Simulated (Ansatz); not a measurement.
# interstitial Li in Si: hop to the nearest equivalent void

Aim: the minimum-energy path and barrier of the hop to the nearest equivalent void. The ends are relaxed first, then joined by a nudged elastic band. The host cell (diamond) has 16 atoms, cell charge +1; the extra atom is the last.

All numbers below are computed with Ansatz 0.2.0 (DFT PBEsol, plane waves, PAW, scalar-relativistic, no spin polarisation).

1 further run of the same task is left out (it didn't finish).

## 1. Starting point

The cell holds 17 atoms (LiSi16): a = 7.679 Å, b = 7.679 Å, c = 7.679 Å, α = 60.00°, β = 60.00°, γ = 60.00°.

Its coordinates follow in the input file.

## 2. End point A

File input.yaml:

```yaml
crystal:
  lattice:
    - [0.0, 5.43, 5.43]
    - [5.43, 0.0, 5.43]
    - [5.43, 5.43, 0.0]
  atoms:
    - { symbol: Si, position: [0.0, 0.0, 0.0] }
    - { symbol: Si, position: [0.125, 0.125, 0.125] }
    - { symbol: Si, position: [0.0, 0.0, 0.5] }
    - { symbol: Si, position: [0.125, 0.125, 0.625] }
    - { symbol: Si, position: [0.0, 0.5, 0.0] }
    - { symbol: Si, position: [0.125, 0.625, 0.125] }
    - { symbol: Si, position: [0.0, 0.5, 0.5] }
    - { symbol: Si, position: [0.125, 0.625, 0.625] }
    - { symbol: Si, position: [0.5, 0.0, 0.0] }
    - { symbol: Si, position: [0.625, 0.125, 0.125] }
    - { symbol: Si, position: [0.5, 0.0, 0.5] }
    - { symbol: Si, position: [0.625, 0.125, 0.625] }
    - { symbol: Si, position: [0.5, 0.5, 0.0] }
    - { symbol: Si, position: [0.625, 0.625, 0.125] }
    - { symbol: Si, position: [0.5, 0.5, 0.5] }
    - { symbol: Si, position: [0.625, 0.625, 0.625] }
    - { symbol: Li, position: [0.2417559, 0.2561689, 0.252464] }
total_charge: 1
basis:
  ecutwfc: 420.0
kpoints:
  mp_grid: { grid: [2, 2, 2] }
hamiltonian:
  xc: pbesol
  pseudopotentials: { kind: paw, azcp: { folder: soft_1 } }
scf:
  occupations: { method: gaussian, width: 0.02 }
  lower_state_search: "off"
relax:
  f_tol: 0.03
  max_steps: 60
  adjacent_minimum: "off"
```

The run is started by

```bash
ansatz run input.yaml --threads 1 --pin off --max-ram 3072MiB --backend cpu --events-out ev --progress --plain --runs-dir out
```

Log (excerpt; [...] marks lines left out):

```text
Warning: <dir> the record states the generating functional pbe (its physics header spells it `PBE`), which answers neither for hamiltonian.xc's functional nor for the pbesol family's — results may be inconsistent (PPs are generated against a specific XC)
[...]
Warning: RAYON_NUM_THREADS=1 ignored (pool sized by the plan → 1); use --threads N
[...]
Pseudopotentials: kind: paw
Pseudopotential: Si, paw, valence charge 4, recommended cutoff 420 eV (normal), <dir>
Pseudopotential: Li, paw, valence charge 3, recommended cutoff 420 eV (normal), <dir>
Functional definition: PBEsol
[...]
Crystal: 17 atoms, lattice volume = 320.206 Å³
Basis set: ecut = 420 eV, 6231 PW (Γ), exchange–correlation on 108×108×108 points (8 copies of the dense FFT grid, shifted against one another)
Bands: 50, of which v1, the nominal top of the filled ones, is band 33 counted from 1 (32 counted from 0)
Symmetry: 1 space group operations
Space group: P1 (ITA 1), of the structure as read, at distance tolerance 6.8e-5 Å
k-points: 8
[...]
SCF iter   1: F=—  HF=-10155.143369 eV  |F-HF|=—  |Δ(HF+E_count)|=         —  Δρ=4.94e-2  dr2=1.09e1  ethr=3.10e-3  ⟨swp⟩=9.5  Hψ=2339  notcnv=0  defer=21
[...]
relax step   1: F+E_penalty+E_count = -10152.04883987 eV  Δ(F+E_penalty+E_count) = +0.000e0 eV  max|allowed force component| = 6.272e-1 eV/Å  Δτ_max = 0.0000 Å  (6 SCF iters, dr2 threshold 2.25e-5 eV, accepted)
[...]
relax step   3: F+E_penalty+E_count = -10152.16421299 eV  Δ(F+E_penalty+E_count) = -4.742e-3 eV  max|allowed force component| = 3.206e-2 eV/Å  Δτ_max = 0.0189 Å  (5 SCF iters, accepted)
[...]
  atom   7  Si     0.00042053    -0.00001586    -0.00023452
  atom   8  Si     0.00023068    -0.00014358    -0.00004920
[...]
--- Relaxed structure (4 steps of the walk, 4 accepted, 0 SCFs on fresh bases) ---
  F+E_penalty+E_count = -10152.16455917 eV   max|allowed force component| = 1.030e-3 eV/Å
  atoms:
    - { symbol: Si, position: [-0.0005681640213166006, 0.00042167036912619377, 0.0001704784248112979] }
    - { symbol: Si, position: [0.12221404188258546, 0.12306169387939662, 0.12284242838338175] }
    - { symbol: Si, position: [-0.0024053939703922054, -0.0016328766126044334, 0.5021079991583765] }
    - { symbol: Si, position: [0.12220830372681558, 0.12305099804553156, 0.6320749292220479] }
    - { symbol: Si, position: [-0.002412157994082398, 0.5023301507810716, -0.0018374185219976746] }
    - { symbol: Si, position: [0.12220111847723947, 0.6323244624752827, 0.12282002210976395] }
    - { symbol: Si, position: [-0.0024147864837147093, 0.5023206595801815, 0.5020873006000983] }
    - { symbol: Si, position: [0.1270089783366657, 0.6245184736292033, 0.6243140189994096] }
    - { symbol: Si, position: [0.5014653829549387, -0.0016096554909169614, -0.0018066786557891235] }
    - { symbol: Si, position: [0.6313420864997547, 0.1230901782360071, 0.12286882648406328] }
    - { symbol: Si, position: [0.5014623638794937, -0.0016185536689060642, 0.5021245788854656] }
    - { symbol: Si, position: [0.6237432163022757, 0.12773932442354607, 0.6243392797975151] }
    - { symbol: Si, position: [0.501456835718199, 0.502349773058633, -0.0018269311460208382] }
    - { symbol: Si, position: [0.6237376168880855, 0.6245373665896403, 0.1275567310715653] }
    - { symbol: Si, position: [0.4995777399471324, 0.5003106378450911, 0.5001280016293987] }
    - { symbol: Si, position: [0.6237358851926224, 0.6245297187555193, 0.6243216690260411] }
    - { symbol: Li, position: [0.24940283266369812, 0.2504448781041977, 0.25017876453186993] }
```

Wall time 12 s (1 thread of Intel Xeon 6975P-C (Granite Rapids), shared host); peak memory 0.56 GiB.

Relaxation path:

```csv
step,energy from step 1 (eV/cell),largest force component (eV/Å)
1,0.0000,0.6272
2,-0.1106,0.1026
3,-0.1154,0.0321
4,-0.1157,0.0010
```

Step 1 is the start.

The atom that moved most is Li17, by 0.05 Å.

## 3. Relaxing end B

The second end starts from a geometry with the move made by hand.

input.yaml, as its differences from that of step 2:

```diff
@@ -22,3 +22,3 @@
     - { symbol: Si, position: [0.625, 0.625, 0.625] }
-    - { symbol: Li, position: [0.2417559, 0.2561689, 0.252464] }
+    - { symbol: Li, position: [0.36786786, -0.12076974, 0.37548472] }
 total_charge: 1
```

The run is started by

```bash
ansatz run input.yaml --threads 1 --pin off --max-ram 3072MiB --backend cpu --events-out ev --progress --plain --runs-dir out
```

Log:

```text
Warning: <dir> the record states the generating functional pbe (its physics header spells it `PBE`), which answers neither for hamiltonian.xc's functional nor for the pbesol family's — results may be inconsistent (PPs are generated against a specific XC)
Warning: <dir> the record states the generating functional pbe (its physics header spells it `PBE`), which answers neither for hamiltonian.xc's functional nor for the pbesol family's — results may be inconsistent (PPs are generated against a specific XC)
Warning: RAYON_NUM_THREADS=1 ignored (pool sized by the plan → 1); use --threads N
Engine: ansatz 0.2.0, x86_64-unknown-linux-gnu
[... 4 set-up lines as earlier in the session ...]
  exchange = pbesol_x
  correlation = pbesol_c
Crystal: 17 atoms, lattice volume = 320.206 Å³
Basis set: ecut = 420 eV, 6231 PW (Γ), exchange–correlation on 108×108×108 points (8 copies of the dense FFT grid, shifted against one another)
Bands: 50, of which v1, the nominal top of the filled ones, is band 33 counted from 1 (32 counted from 0)
[... 2 set-up lines as earlier in the session ...]
k-points: 8
Non-local potential: Si, projectors of the file, l = 0: 2, l = 1: 2, l = 2: 1
Non-local potential: Li, projectors of the file, l = 0: 3, l = 1: 2, l = 2: 1
PAW form: soft (Blöchl's): semilocal exchange-correlation on the pseudo side does not see the compensation charge
PAW frozen core: Si, regenerated for the run's functional, and the local potential with it (the file was generated under x = pbe(κ = 0.804, μ = 0.2195149727645171), c = pbe(β = 0.06672455060314922))
PAW one-centre angular grid: Si, 110 points (default); XC on 64 Gauss nodes
PAW one-centre angular grid: Li, 110 points (default); XC on 64 Gauss nodes
Initial density: superposition of atomic densities (chi_scale 0.1, normalization cell, long waves kept (reshape's long-wave potential 0.03 eV rms))
Initial wavefunctions: pseudopotential atomic-orbital guess
Functional: x = pbesol(κ = 0.804, μ = 0.12345679012345678), c = pbesol(β = 0.046)
SCF iter   1: F=—  HF=-10155.144381 eV  |F-HF|=—  |Δ(HF+E_count)|=         —  Δρ=4.93e-2  dr2=1.09e1  ethr=3.10e-3  ⟨swp⟩=10.0  Hψ=2389  notcnv=0  defer=20
preconditioner: auto → Resta (q_TF=auto, 2.097 Å⁻¹)  ε∞=5.2  [insulator: Δε(μ)=0.658 eV  Ē_g=8.085 eV  σ=0.020 eV  W_gap=1.00  n_scr=58 (ndim 8)  ℏωp=16.6 eV  f_vac=0.000  D(μ)=0.00/eV (n_scr^D=0)  ε∞_Penn≈5.2]
SCF iter   2: F=—  HF=-10152.859217 eV  |F-HF|=—  |Δ(HF+E_count)|=    2.29e0  Δρ=2.78e-2  dr2=2.88e0  ethr=3.10e-3  ⟨swp⟩=3.0  Hψ=709  notcnv=0  defer=70
SCF iter   3: F=—  HF=-10152.042612 eV  |F-HF|=—  |Δ(HF+E_count)|=   8.17e-1  Δρ=3.56e-3  dr2=7.16e-2  ethr=3.10e-3  ⟨swp⟩=2.4  Hψ=546  notcnv=0  defer=70
SCF iter   4: F=—  HF=-10152.046556 eV  |F-HF|=—  |Δ(HF+E_count)|=   3.94e-3  Δρ=1.30e-3  dr2=5.88e-3  ethr=1.08e-4  ⟨swp⟩=3.0  Hψ=628  notcnv=0  defer=70
SCF iter   5: F=—  HF=-10152.050973 eV  |F-HF|=—  |Δ(HF+E_count)|=   4.42e-3  Δρ=1.51e-4  dr2=1.70e-4  ethr=8.91e-6  ⟨swp⟩=2.0  Hψ=655  notcnv=0  defer=70
SCF iter   6: F=-10152.051062 eV  HF=-10152.051061 eV  |F-HF|=1.80e-6  |Δ(HF+E_count)|=   8.74e-5  Δρ=2.95e-5  dr2=2.83e-6  ethr=3.41e-8  ⟨swp⟩=3.0  Hψ=1503  notcnv=0
SCF 1 converged in 6 iterations: F = -10152.051062 eV  dr2 = 2.83e-6
relax step   1: F+E_penalty+E_count = -10152.05106239 eV  Δ(F+E_penalty+E_count) = +0.000e0 eV  max|allowed force component| = 6.267e-1 eV/Å  Δτ_max = 0.0000 Å  (6 SCF iters, dr2 threshold 2.25e-5 eV, accepted)
Initial density: handed on by an earlier stage of this run
Initial wavefunctions: those handed on with the density
iter 1 solved again at ethr=6.27e-5 eV; its pass at ethr=3.10e-3 eV (dr2=4.14e-2 eV) is discarded
SCF iter   1: F=—  HF=-10152.170547 eV  |F-HF|=—  |Δ(HF+E_count)|=         —  Δρ=2.42e-3  dr2=4.71e-2  ethr=6.27e-5  ⟨swp⟩=2.5  Hψ=1299  notcnv=0  defer=70
preconditioner: auto → Resta (q_TF=auto, 2.097 Å⁻¹)  ε∞=5.4  [insulator: Δε(μ)=0.522 eV  Ē_g=7.958 eV  σ=0.020 eV  W_gap=1.00  n_scr=58 (ndim 8)  ℏωp=16.6 eV  f_vac=0.000  D(μ)=0.00/eV (n_scr^D=0)  ε∞_Penn≈5.4]
SCF iter   2: F=—  HF=-10152.160918 eV  |F-HF|=—  |Δ(HF+E_count)|=   9.63e-3  Δρ=1.04e-3  dr2=4.91e-3  ethr=6.27e-5  ⟨swp⟩=3.0  Hψ=583  notcnv=0  defer=70
SCF iter   3: F=—  HF=-10152.160030 eV  |F-HF|=—  |Δ(HF+E_count)|=   8.89e-4  Δρ=2.50e-4  dr2=1.70e-4  ethr=7.44e-6  ⟨swp⟩=2.0  Hψ=538  notcnv=0  defer=70
SCF iter   4: F=-10152.160034 eV  HF=-10152.160034 eV  |F-HF|=4.22e-7  |Δ(HF+E_count)|=   4.15e-6  Δρ=4.03e-5  dr2=5.49e-6  ethr=3.72e-8  ⟨swp⟩=3.9  Hψ=1465  notcnv=0
SCF 2 converged in 4 iterations: F = -10152.160034 eV  dr2 = 5.49e-6
relax step   2: F+E_penalty+E_count = -10152.16003418 eV  Δ(F+E_penalty+E_count) = -1.090e-1 eV  max|allowed force component| = 9.803e-2 eV/Å  Δτ_max = 0.0422 Å  (4 SCF iters, dr2 threshold 2.45e-5 eV, accepted)
SCF iter   1: F=—  HF=-10152.165249 eV  |F-HF|=—  |Δ(HF+E_count)|=         —  Δρ=6.85e-4  dr2=4.24e-3  ethr=4.60e-5  ⟨swp⟩=4.1  Hψ=930  notcnv=0  defer=70
preconditioner: auto → Resta (q_TF=auto, 2.097 Å⁻¹)  ε∞=5.4  [insulator: Δε(μ)=0.522 eV  Ē_g=7.951 eV  σ=0.020 eV  W_gap=1.00  n_scr=58 (ndim 8)  ℏωp=16.6 eV  f_vac=0.000  D(μ)=0.00/eV (n_scr^D=0)  ε∞_Penn≈5.4]
SCF iter   2: F=—  HF=-10152.164387 eV  |F-HF|=—  |Δ(HF+E_count)|=   8.62e-4  Δρ=2.84e-4  dr2=4.55e-4  ethr=6.42e-6  ⟨swp⟩=1.0  Hψ=464  notcnv=0  defer=70
SCF iter   3: F=—  HF=-10152.164316 eV  |F-HF|=—  |Δ(HF+E_count)|=   7.12e-5  Δρ=6.85e-5  dr2=2.03e-5  ethr=6.89e-7  ⟨swp⟩=2.0  Hψ=485  notcnv=0  defer=70
SCF iter   4: F=—  HF=-10152.164280 eV  |F-HF|=—  |Δ(HF+E_count)|=   3.63e-5  Δρ=1.60e-5  dr2=1.37e-6  ethr=3.07e-8  ⟨swp⟩=2.0  Hψ=547  notcnv=0  defer=70
SCF iter   5: F=-10152.164279 eV  HF=-10152.164279 eV  |F-HF|=1.31e-8  |Δ(HF+E_count)|=   1.15e-7  Δρ=4.07e-6  dr2=6.25e-8  ethr=1.52e-10  ⟨swp⟩=5.0  Hψ=1383  notcnv=0
SCF 3 converged in 5 iterations: F = -10152.164279 eV  dr2 = 6.25e-8
relax step   3: F+E_penalty+E_count = -10152.16427948 eV  Δ(F+E_penalty+E_count) = -4.245e-3 eV  max|allowed force component| = 2.801e-2 eV/Å  Δτ_max = 0.0153 Å  (5 SCF iters, accepted)
SCF converged after 5 iterations
Free energy (F): -10152.164279 eV
Harris-Foulkes:  -10152.164279 eV  (|F-HF|=1.31e-8)
Internal energy: -10152.164279 eV  (E = F + TS)
E sigma→0 (E₀):  -10152.164279 eV
Fermi energy:    6.674929 eV
--- Per-component energies (eV) ---
  E_band       = 5.657336
  E_kinetic    = 663.302491
  E_local      = -517.685215  (includes V_loc(G=0)·N_el)
  E_nonlocal   = 344.646902
  E_hartree    = 162.914826
  E_xc         = -896.058015
  E_vxc        = -767.056604  (∫ρ·V_xc dr)
  E_paw        = -7987.807242  (= ΣΔE_a)
  E_vpaw       = -43.380791  (= ΣTr[D̂ρ^β])
  E_aug_tail   = 0.000852  (compensation charges beyond the density's cutoff)
  E_ewald      = -1921.983849
  E_core_change = 0.504971  (= ΣΔE_core)
  E_smearing   = -0.000000  (= −TS)
  E_closure    = 0.000000  (closes the sum)
  E_deformation_potential = 13.071136  (in the stress; not in F)
  Σ components = -10152.164279   (vs F -10152.164279, Δ=0.00e0)
--- Forces (eV/Å), atoms counted from 1 ---
  atom   1  Si     0.00532735    -0.00464050     0.00858962
  atom   2  Si     0.00386657     0.00433197    -0.00375550
  atom   3  Si     0.00227084    -0.00499011     0.00022783
  atom   4  Si    -0.00298673    -0.00476204    -0.00459347
  atom   5  Si    -0.00829424    -0.00375381    -0.00502777
  atom   6  Si     0.00067933    -0.00092237    -0.00049161
  atom   7  Si     0.00345461     0.00797411    -0.00405816
  atom   8  Si     0.00540544    -0.00544680     0.00173285
  atom   9  Si     0.00745667    -0.00799995    -0.00511074
  atom  10  Si    -0.00095501    -0.00074666     0.00225349
  atom  11  Si     0.00679247    -0.00841445    -0.00357604
  atom  12  Si    -0.00085332     0.00117733     0.00054816
  atom  13  Si    -0.00287955     0.00356906     0.00230184
  atom  14  Si    -0.00355638    -0.00146234     0.00175924
  atom  15  Si     0.00431245    -0.00679657    -0.00593603
  atom  16  Si     0.00056718     0.00495509     0.00094339
  atom  17  Li    -0.02067363     0.02801810     0.01423273
  max |Σ_I F_I| component: 9.00e-5 eV/Å
--- Relaxed structure (3 steps of the walk, 3 accepted, 0 SCFs on fresh bases) ---
  F+E_penalty+E_count = -10152.16427948 eV   max|allowed force component| = 2.801e-2 eV/Å
  atoms:
    - { symbol: Si, position: [0.0006487485883293755, -0.0025755187984806012, 0.0009315653692300023] }
    - { symbol: Si, position: [0.12268313233978191, 0.1271497871268651, 0.12304043139809555] }
    - { symbol: Si, position: [-0.007860977401418948, 0.00265868064931318, 0.5025821575780623] }
    - { symbol: Si, position: [0.12268040219262476, 0.1271146266272456, 0.627064287447495] }
    - { symbol: Si, position: [0.0006180459766017554, 0.5010243688591783, 0.0009026172791157805] }
    - { symbol: Si, position: [0.1250890778891749, 0.6249452353802244, 0.12499559448588643] }
    - { symbol: Si, position: [0.0005841900427425162, 0.5009940174920247, 0.4974860919865282] }
    - { symbol: Si, position: [0.12267535543903751, 0.6232369452807095, 0.6270302222451237] }
    - { symbol: Si, position: [0.5021486792934696, 0.002380929662061604, -0.006866113952495534] }
    - { symbol: Si, position: [0.6267901979607603, 0.12697234832986495, 0.12306647249821712] }
    - { symbol: Si, position: [0.5020682079186112, 0.002308354532129464, 0.502216979374985] }
    - { symbol: Si, position: [0.6241028486480349, 0.12555061898917236, 0.625044233734449] }
    - { symbol: Si, position: [0.4976006976020939, 0.5008629284777246, 0.0007342806230556942] }
    - { symbol: Si, position: [0.6267546733317833, 0.6232700252516192, 0.12306285119737925] }
    - { symbol: Si, position: [0.501993136815049, 0.49366842926054394, 0.5021457521562593] }
    - { symbol: Si, position: [0.6267159946423126, 0.6232703020541706, 0.6268462642832011] }
    - { symbol: Li, position: [0.37257544872101245, -0.1236018191743665, 0.3752010322954126] }
```

Run time: 8.8 s. Hardware: 1 thread of Intel Xeon 6975P-C (Granite Rapids), shared host; peak memory 0.57 GiB.

Step by step:

| step | energy from step 1 (eV/cell) | largest force component (eV/Å) |
| --- | --- | --- |
| 1 | 0.0000 | 0.6267 |
| 2 | -0.1090 | 0.0980 |
| 3 | -0.1132 | 0.0280 |

Step 1 is the start.

Largest move: Si3, 0.05 Å.

## 4. The band

crystal.atoms is end A as relaxed above, and neb.final_atoms is end B. With 3 inner images the band has 5 in all.

File input.yaml:

```yaml
crystal:
  lattice:
    - [0.0, 5.43, 5.43]
    - [5.43, 0.0, 5.43]
    - [5.43, 5.43, 0.0]
  atoms:
    - { symbol: Si, position: [-0.00056816, 0.00042167, 0.00017048] }
    - { symbol: Si, position: [0.12221404, 0.12306169, 0.12284243] }
    - { symbol: Si, position: [-0.00240539, -0.00163288, 0.502108] }
    - { symbol: Si, position: [0.1222083, 0.123051, 0.63207493] }
    - { symbol: Si, position: [-0.00241216, 0.50233015, -0.00183742] }
    - { symbol: Si, position: [0.12220112, 0.63232446, 0.12282002] }
    - { symbol: Si, position: [-0.00241479, 0.50232066, 0.5020873] }
    - { symbol: Si, position: [0.12700898, 0.62451847, 0.62431402] }
    - { symbol: Si, position: [0.50146538, -0.00160966, -0.00180668] }
    - { symbol: Si, position: [0.63134209, 0.12309018, 0.12286883] }
    - { symbol: Si, position: [0.50146236, -0.00161855, 0.50212458] }
    - { symbol: Si, position: [0.62374322, 0.12773932, 0.62433928] }
    - { symbol: Si, position: [0.50145684, 0.50234977, -0.00182693] }
    - { symbol: Si, position: [0.62373762, 0.62453737, 0.12755673] }
    - { symbol: Si, position: [0.49957774, 0.50031064, 0.500128] }
    - { symbol: Si, position: [0.62373589, 0.62452972, 0.62432167] }
    - { symbol: Li, position: [0.24940283, 0.25044488, 0.25017876] }
total_charge: 1
basis:
  ecutwfc: 420.0
kpoints:
  mp_grid: { grid: [2, 2, 2] }
hamiltonian:
  xc: pbesol
  pseudopotentials: { kind: paw, azcp: { folder: soft_1 } }
scf:
  occupations: { method: gaussian, width: 0.02 }
  lower_state_search: "off"
neb:
  images: 3
  f_tol: 0.03
  initial_path: idpp
  max_iterations: 80
  final_atoms:
    - { symbol: Si, position: [0.00064875, -0.00257552, 0.00093157] }
    - { symbol: Si, position: [0.12268313, 0.12714979, 0.12304043] }
    - { symbol: Si, position: [-0.00786098, 0.00265868, 0.50258216] }
    - { symbol: Si, position: [0.1226804, 0.12711463, 0.62706429] }
    - { symbol: Si, position: [0.00061805, 0.50102437, 0.00090262] }
    - { symbol: Si, position: [0.12508908, 0.62494524, 0.12499559] }
    - { symbol: Si, position: [0.00058419, 0.50099402, 0.49748609] }
    - { symbol: Si, position: [0.12267536, 0.62323695, 0.62703022] }
    - { symbol: Si, position: [0.50214868, 0.00238093, -0.00686611] }
    - { symbol: Si, position: [0.6267902, 0.12697235, 0.12306647] }
    - { symbol: Si, position: [0.50206821, 0.00230835, 0.50221698] }
    - { symbol: Si, position: [0.62410285, 0.12555062, 0.62504423] }
    - { symbol: Si, position: [0.4976007, 0.50086293, 0.00073428] }
    - { symbol: Si, position: [0.62675467, 0.62327003, 0.12306285] }
    - { symbol: Si, position: [0.50199314, 0.49366843, 0.50214575] }
    - { symbol: Si, position: [0.62671599, 0.6232703, 0.62684626] }
    - { symbol: Li, position: [0.37257545, -0.12360182, 0.37520103] }
  order_check: true
```

The run is started by

```bash
ansatz run input.yaml --threads 1 --pin off --max-ram 3072MiB --backend cpu --events-out ev --progress --plain --runs-dir out
```

Log (excerpt; [...] marks lines left out):

```text
Warning: neb: disabling space-group detection — the band's intermediate images generally break the endpoint symmetry, so no spatial operation reduces the k-mesh or symmetrises the density, except that a semilocal band can use its path's symmetry ahead of convergence; time reversal is [...]
Warning: <dir> the record states the generating functional pbe (its physics header spells it `PBE`), which answers neither for hamiltonian.xc's functional nor for the pbesol family's — results may be inconsistent (PPs are generated against a specific XC)
[...]
Warning: RAYON_NUM_THREADS=1 ignored (pool sized by the plan → 1); use --threads N
[...]
[... 4 set-up lines as earlier in the session ...]
[...]
NEB image 0
Crystal: 17 atoms, lattice volume = 320.206 Å³
Basis set: ecut = 420 eV, 6231 PW (Γ), exchange–correlation on 108×108×108 points (8 copies of the dense FFT grid, shifted against one another)
Bands: 50, of which v1, the nominal top of the filled ones, is band 33 counted from 1 (32 counted from 0)
[... 1 set-up line as earlier in the session ...]
k-points: 8
[...]
SCF iter   1: F=—  HF=-10155.058858 eV  |F-HF|=—  |Δ(HF+E_count)|=         —  Δρ=4.91e-2  dr2=1.00e1  ethr=3.10e-3  ⟨swp⟩=11.4  Hψ=2525  notcnv=0  defer=6
[...]
NSCF: frozen V_eff on 8 k-points
NEB image 4
[...]
NSCF: frozen V_eff on 8 k-points
NEB end point (image 0): max|allowed force component| = 1.003e-3 eV/Å (the criterion of neb.relax_end_points is 1.000e-2)
NEB end point (image 4): max|allowed force component| = 2.797e-2 eV/Å (the criterion of neb.relax_end_points is 1.000e-2)
NEB image 1
[...]
SCF iter   7: F=—  HF=-10151.674888 eV  |F-HF|=—  |Δ(HF+E_count)|=   3.60e-5  Δρ=6.18e-6  dr2=1.49e-7  ethr=4.47e-9  ⟨swp⟩=2.0  Hψ=655  notcnv=0  defer=74
[...]
NEB image 2
[...]
NEB image 3
[...]
NEB iter   1: max|band force component| = 1.467e0 eV/Å  barrier→ = 0.9435 eV  barrier← = 0.9432 eV  Δτ_max = 0.1092 Å  (40 SCF iters)
[...]
NEB iter   2: max|band force component| = 4.944e-1 eV/Å  barrier→ = 0.6500 eV  barrier← = 0.6498 eV  CI = image 2  Δτ_max = 0.0812 Å  (18 SCF iters)
[...]
NEB iter   3: max|band force component| = 1.658e-1 eV/Å  barrier→ = 0.5920 eV  barrier← = 0.5917 eV  CI = image 2  Δτ_max = 0.0306 Å  (18 SCF iters)
NEB image 1
[...]
NEB image 2
```

[end of part 1 of 2]
